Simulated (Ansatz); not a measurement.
# ZrH₂NCl₃: how energies converge with the basis set

How large a basis does ZrH₂NCl₃ need? Two functionals are run in growing sets.

Method: one geometry, several basis sets; program: Ansatz 0.2.0, Gaussian basis.

The runs, in order: PBE0-D4/def2-SVP; ωB97M-V/def2-SVP; PBE0-D4/def2-QZVPP; ωB97M-V/def2-QZVPP; the functionals' def2-TZVPP values are taken from earlier runs.

**1. The relaxed structure**

All runs share one geometry, relaxed beforehand with PBE0-D4 in a triple-zeta def2 set. Zr takes the def2 core potential; no spin-orbit term is included.

SMILES `[NH2][Zr]([Cl])([Cl])[Cl]`, 7 atoms, charge 0, spin multiplicity 1.

Atoms are counted from 1 here; the program's logs count them from 0.

Bond lengths: N1–Zr2 1.991 Å, N1–H6 1.012 Å, N1–H7 1.012 Å, Zr2–Cl3 2.336 Å, Zr2–Cl4 2.336 Å, Zr2–Cl5 2.343 Å. Angles: Zr2–N1–H6 125.3°, Zr2–N1–H7 125.3°, H6–N1–H7 109.4°, N1–Zr2–Cl3 107.1°, N1–Zr2–Cl4 107.2°, N1–Zr2–Cl5 108.7°, Cl3–Zr2–Cl4 114.6°, Cl3–Zr2–Cl5 109.6°, Cl4–Zr2–Cl5 109.5°.

**2. PBE0-D4 in def2-SVP**

File in.yaml:

```yaml
crystal:
  periodic: [false, false, false]
  atoms:
    - {symbol: N, position_ang: [-0.527491, 0.741236, 0.893396]}
    - {symbol: Zr, position_ang: [0.288270, -0.438662, -0.487702]}
    - {symbol: Cl, position_ang: [1.941482, -1.700817, 0.575353]}
    - {symbol: Cl, position_ang: [-1.441242, -1.695072, -1.429604]}
    - {symbol: Cl, position_ang: [1.267167, 0.903993, -2.140257]}
    - {symbol: H, position_ang: [-1.472583, 1.102426, 0.869559]}
    - {symbol: H, position_ang: [-0.055593, 1.086895, 1.719265]}
basis:
  gaussian: {orbitals: def2-SVP}
hamiltonian: {xc: pbe0, dispersion: d4}
output: {orbitals: {seedname: orbitals}}
```

Launch:

```console
ansatz run in.yaml --threads 4 --pin off --events-out ev --progress --plain --max-ram 10444MiB
```

Further steps of the session: ωB97M-V in def2-SVP; PBE0-D4 in def2-QZVPP; ωB97M-V in def2-QZVPP.

**Question.** What will the summary of the whole plan be? Wanted: PBE0-D4: double and triple zeta above quadruple; ωB97M-V: double and triple zeta above quadruple.

**Answer**, as computed:

| quantity | value |
| --- | --- |
| PBE0-D4: double and triple zeta above quadruple | 16.22, 1.27 eV |
| ωB97M-V: double and triple zeta above quadruple | 16.06, 1.21 eV |

What this shows: For PBE0-D4 the step from double to triple zeta gains 14.95 eV and the next only 1.27 eV. These are total energies; as a rule much of such shifts cancels in differences, which this series doesn't test.
